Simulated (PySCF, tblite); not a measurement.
# C3H10AlNOS: geometry, infrared bands and NMR shifts

What infrared bands and NMR shifts should C3H10AlNOS (`C[S@@+]([AlH3-])CC(N)=O`) show?

Computed with tblite 0.8.0 and PySCF 2.14.0, with density-fitted response routines of our own, on a single molecule in the gas phase. Atoms count from 0, in the outputs and in this text.

## 1. The molecule as given

17 atoms, charge 0, multiplicity 1; geometry from: force field or distance geometry start.

Bonds of the start (Å): C0–S1 1.76, S1–Al2 2.25, S1–C3 1.79, C3–C4 1.51, C4–N5 1.42, C4–O6 1.26, C0–H7 1.10, C0–H8 1.11, C0–H9 1.12, Al2–H10 1.59, Al2–H11 1.61, Al2–H12 1.60, C3–H13 1.12, C3–H14 1.11, N5–H15 1.06, N5–H16 1.04.

## 2. Relaxing the molecule with GFN2-xTB

What the job is given:

```
{"job": {"kind": "relax", "xc": "GFN2-xTB", "basis": "xTB"}, "charge": 0, "multiplicity": 1}
C     -1.867600     0.442600    -1.646100
S     -0.919900     0.441200    -0.159500
Al    -1.024300    -1.591200     0.792200
C      0.772600     0.876200    -0.528800
C      1.525700     1.122100     0.754100
N      2.283000     0.082700     1.357200
O      1.461500     2.258900     1.292100
H     -1.456600    -0.293600    -2.353100
H     -1.833500     1.452000    -2.102000
H     -2.933500     0.186200    -1.406100
H     -0.126400    -2.604900    -0.043300
H     -2.552900    -2.093000     0.780300
H     -0.503400    -1.502400     2.300900
H      1.251700     0.044200    -1.097000
H      0.780600     1.791900    -1.148000
H      2.795400     0.261800     2.265700
H      2.340700    -0.862700     0.931400
```

Launch:

```console
$ OMP_NUM_THREADS=1 python probes_run.py task.json out
```

One launch serves the whole session: the jobs run in the order shown.

**Question.** This job is followed by: GFN2-xTB harmonic vibrations, gas phase; GIAO PBE0/pcSseg-1 NMR shielding, non-relativistic, gas phase. What will the session give for the following? strongest single infrared mode (GFN2-xTB); zero-point energy (GFN2-xTB); ¹³C shifts against TMS (PBE0/pcSseg-1); ¹H shifts against TMS (PBE0/pcSseg-1, means over atoms taken as alike); ³³S shifts against CS2 (PBE0/pcSseg-1); ²⁷Al shifts against AlH4- (PBE0/pcSseg-1); ¹⁵N shifts against NH3 (PBE0/pcSseg-1); ¹⁷O shifts against H2O (PBE0/pcSseg-1); surface potential, 1st and 99th percentile.

As calculated:

```
                                                              quantity                                   value
                             strongest single infrared mode (GFN2-xTB)                   1779 cm⁻¹, 533 km/mol
                                          zero-point energy (GFN2-xTB)                           75.4 kcal/mol
                                ¹³C shifts against TMS (PBE0/pcSseg-1)                   164.3, 49.0, 28.1 ppm
¹H shifts against TMS (PBE0/pcSseg-1, means over atoms taken as alike)  6.40, 4.89, 4.26, 3.09, 3.00, 2.41 ppm
                                ³³S shifts against CS2 (PBE0/pcSseg-1)                                 -82 ppm
                             ²⁷Al shifts against AlH4- (PBE0/pcSseg-1)                                85.6 ppm
                                ¹⁵N shifts against NH3 (PBE0/pcSseg-1)                               128.4 ppm
                                ¹⁷O shifts against H2O (PBE0/pcSseg-1)                               446.0 ppm
                                 surface potential, 1st and 99th percentile                      -1.77 V and 1.85 V
```

**Reading.** Over 86 steps the energy fell by 1.305 eV; of the close pairs, S1–Al2 changed most, 2.247 to 2.466 Å. No mode is imaginary among the 45: a minimum at this level. The strongest single mode, at 1779 cm⁻¹, moves mainly C4 and O6. Unscaled tight-binding wavenumbers are off by several per cent, some by more. Its intensities can rank the bands wrongly. C4 (amide carbonyl carbon) lies farthest downfield among carbon, at 164.3 ppm; it is a carbonyl in resonance with an O or N lone pair, the region of acids, esters and amides. At PBE0/pcSseg-1: The largest span, 700 ppm, is at O6, where the paramagnetic term is -505 ppm. By nearest atom (PBE0/pcSseg-1), the HOMO sits on O6 67 %; C3 7 % and the LUMO on S1 29 %; C3, C4 about 15 % each.
